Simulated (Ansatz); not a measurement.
# B3C2Br: the cost of one run

Computed with Ansatz 0.2.0 (DFT PBE, scalar-relativistic, plane waves, PAW, unless a step's input says otherwise).

## (1) The structure to begin with

Symmetry: P-6m2, No. 187, hexagonal system. Conventional cell: a = 3.614 Å, b = 3.614 Å, c = 7.238 Å, α = 90.00°, β = 90.00°, γ = 120.00°. B (site symmetry -6m2) is surrounded by 3 B at 2.09 Å. B (site symmetry -6m2) is surrounded by 3 Br at 2.09 Å. C (site symmetry 3m) is surrounded by 3 Br at 2.70 Å and 9 B at 2.70 to 2.82 Å. Around Br (site symmetry -6m2) lie 3 B at 2.09 Å.

As a file:

```cif
data_structure
_symmetry_space_group_name_H-M 'P-6m2'
_symmetry_Int_Tables_number 187
_cell_length_a 3.6136
_cell_length_b 3.6136
_cell_length_c 7.2376
_cell_angle_alpha 90.000
_cell_angle_beta 90.000
_cell_angle_gamma 120.000
_cell_volume 81.85
loop_
_atom_site_label
_atom_site_type_symbol
_atom_site_symmetry_multiplicity
_atom_site_Wyckoff_symbol
_atom_site_fract_x
_atom_site_fract_y
_atom_site_fract_z
_atom_site_occupancy
B1 B 1 b 0.00000 0.00000 0.50000 1
B2 B 1 c 0.33333 0.66667 0.00000 1
B3 B 1 d 0.33333 0.66667 0.50000 1
C1 C 2 i 0.66667 0.33333 0.23765 1
Br1 Br 1 a 0.00000 0.00000 0.00000 1
```

A structure generator made this guess: species swapped into a database cell of Ce2CoSi3 (P-6m2, No. 187), with C on the Ce sites, Br on the Co sites and B on the Si sites. Lengths come from tabulated atomic sizes and are only a guess.

## (2) Probe: one point on a coarse mesh

input.yaml

```yaml
crystal:
  lattice:
    - [3.61362789, 0.0, 0.0]
    - [-1.80681394, 3.12949355, 0.0]
    - [0.0, 0.0, 7.23756536]
  atoms:
    - { symbol: B, position: [0.0, 0.0, 0.5] }
    - { symbol: B, position: [0.33333333, 0.66666667, 0.0] }
    - { symbol: B, position: [0.33333333, 0.66666667, 0.5] }
    - { symbol: C, position: [0.66666667, 0.33333333, 0.23765101] }
    - { symbol: C, position: [0.66666667, 0.33333333, 0.76234899] }
    - { symbol: Br, position: [0.0, 0.0, 0.0] }
basis:
  ecutwfc: 420
kpoints:
  mp_grid: { grid: [6, 6, 4] }
hamiltonian:
  xc: pbe
scf:
  occupations: { method: gaussian, width: 0.1 }
  lower_state_search: "off"
output:
  forces: true
  stress: true
  eigenvalues: true
```

Command:

```
ansatz run input.yaml --threads 1 --pin off --max-ram 2560MiB --backend cpu --events-out ev --progress --plain --runs-dir out
```

What time and memory should one allow on 1 thread of Arm Neoverse V2, shared host?

About 2.4 s, with a peak of 0.29 GiB.
